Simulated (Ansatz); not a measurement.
**CH6GaInS: one species, many methods**

The task here is to estimate one member of a computed series from the others.

The runs use Ansatz 0.2.0, Gaussian basis; functionals in def2-TZVPP, the program's frozen cores in correlated methods.

The runs, in order: LDA (SPW92), PBE-D4, revPBE-D4, BLYP-D4, r2SCAN-D4, B97M-V, PBE0-D4, B3LYP-D4, r2SCANh-D4, r2SCAN0-D4, HSE06-D4, BHLYP-D4, CAM-B3LYP-D4, LC-ωPBE, ωB97X-V, ωB97M-V, B2PLYP, PBE-QIDH; CCSD(T)/def2-SVP; CCSD(T)/def2-TZVPP; MP2/def2-QZVPP; extrapolation to the limit; RPA on PBE.

## The relaxed structure

All runs share one geometry, relaxed beforehand with PBE0-D4 in a triple-zeta def2 set. In takes the def2 core potential; no spin-orbit term is included.

10 atoms, charge 0, spin multiplicity 1.

Atoms are counted from 1 here; the program's logs count them from 0.

Bond lengths: C1–Ga3 1.975 Å, C1–H5 1.092 Å, C1–H6 1.092 Å, C1–H7 1.092 Å, In2–S4 2.749 Å, In2–H8 2.120 Å, Ga3–S4 2.398 Å, Ga3–H8 1.700 Å, Ga3–H9 1.569 Å, S4–H10 1.345 Å. Angles: Ga3–C1–H5 111.3°, Ga3–C1–H6 110.3°, Ga3–C1–H7 110.5°, H5–C1–H6 108.3°, H5–C1–H7 108.1°, H6–C1–H7 108.2°, S4–In2–H8 76.4°, C1–Ga3–S4 108.7°, C1–Ga3–H8 109.7°, C1–Ga3–H9 127.3°, S4–Ga3–H8 94.7°, S4–Ga3–H9 104.2°, H8–Ga3–H9 107.2°, In2–S4–Ga3 76.2°, In2–S4–H10 91.4°, Ga3–S4–H10 97.1°, In2–H8–Ga3 112.6°.

Coordinates:

```mol
CH6GaInS
  3D, bonds by distance, orders not assigned

 10 10  0  0  0  0  0  0  0  0999 V2000
   -0.0620    1.5148    0.2944 C   0  0
   -1.1884   -2.4668   -1.3706 In  0  0
    0.7623   -0.1511   -0.3724 Ga  0  0
    0.0639   -1.9695    1.0260 S   0  0
   -1.1453    1.4127    0.3875 H   0  0
    0.3442    1.7730    1.2744 H   0  0
    0.1427    2.3424   -0.3882 H   0  0
   -0.0796   -0.6984   -1.7445 H   0  0
    2.2875   -0.4228   -0.6232 H   0  0
   -1.0421   -1.3853    1.5193 H   0  0
  1  3  8  0
  1  5  8  0
  1  6  8  0
  1  7  8  0
  2  4  8  0
  2  8  8  0
  3  4  8  0
  3  8  8  0
  3  9  8  0
  4 10  8  0
M  END
```

Set-up of the first run:

Contents of in.yaml:

```yaml
crystal:
  periodic: [false, false, false]
  atoms:
    - {symbol: C, position_ang: [-0.062025, 1.514787, 0.294415]}
    - {symbol: In, position_ang: [-1.188399, -2.466759, -1.370585]}
    - {symbol: Ga, position_ang: [0.762273, -0.151057, -0.372426]}
    - {symbol: S, position_ang: [0.063857, -1.969549, 1.026034]}
    - {symbol: H, position_ang: [-1.145289, 1.412699, 0.387538]}
    - {symbol: H, position_ang: [0.344197, 1.772978, 1.274426]}
    - {symbol: H, position_ang: [0.142691, 2.342392, -0.388165]}
    - {symbol: H, position_ang: [-0.079628, -0.698422, -1.744537]}
    - {symbol: H, position_ang: [2.287483, -0.422819, -0.623250]}
    - {symbol: H, position_ang: [-1.042061, -1.385348, 1.519350]}
basis:
  gaussian: {orbitals: def2-TZVPP}
hamiltonian: {xc: lda}
output: {orbitals: {seedname: orbitals}}
```

Steps of the session up to this table: LDA; PBE-D4 (GGA); revPBE-D4 (GGA); BLYP-D4 (GGA); r2SCAN-D4 (meta-GGA); B97M-V (meta-GGA); PBE0-D4 (hybrid); B3LYP-D4 (hybrid); r2SCANh-D4 (hybrid); r2SCAN0-D4 (hybrid); HSE06-D4 (hybrid); BHLYP-D4 (hybrid); CAM-B3LYP-D4 (range-separated); LC-ωPBE (range-separated); ωB97X-V (range-separated); ωB97M-V (range-separated); B2PLYP (double hybrid); PBE-QIDH (double hybrid).

One of the session's tables, all rows but one given; the rest of the session is left out.

It belongs to the step «Frontier levels by functional». 

```
  functional  HOMO (eV)  LUMO (eV)  gap (eV)
 LDA (SPW92)      -6.18      -2.98      3.19
      PBE-D4      -5.98      -2.73      3.25
   revPBE-D4      -5.91      -2.63      3.29
     BLYP-D4      -5.87      -2.69      3.18
   r2SCAN-D4      -6.22      -2.59      3.63
      B97M-V      -6.06      -2.77      3.29
     PBE0-D4      -6.88      -2.09      4.79
    B3LYP-D4      -6.75      -2.33      4.42
  r2SCANh-D4      -6.56      -2.36      4.20
  r2SCAN0-D4      -7.05      -2.01      5.04
    HSE06-D4          ?          ?         ?
    BHLYP-D4      -7.67      -1.47      6.20
CAM-B3LYP-D4      -8.07      -1.29      6.78
     LC-ωPBE      -9.18      -0.26      8.92
     ωB97X-V      -8.92      -0.39      8.53
     ωB97M-V      -8.85      -0.61      8.24
```

Estimate the missing values for HSE06-D4.

**Answer.** HOMO (eV): -6.49; LUMO (eV): -2.44; gap (eV): 4.05. In the column «HOMO (eV)» it lies between r2SCANh-D4 (-6.56) and r2SCAN-D4 (-6.22).
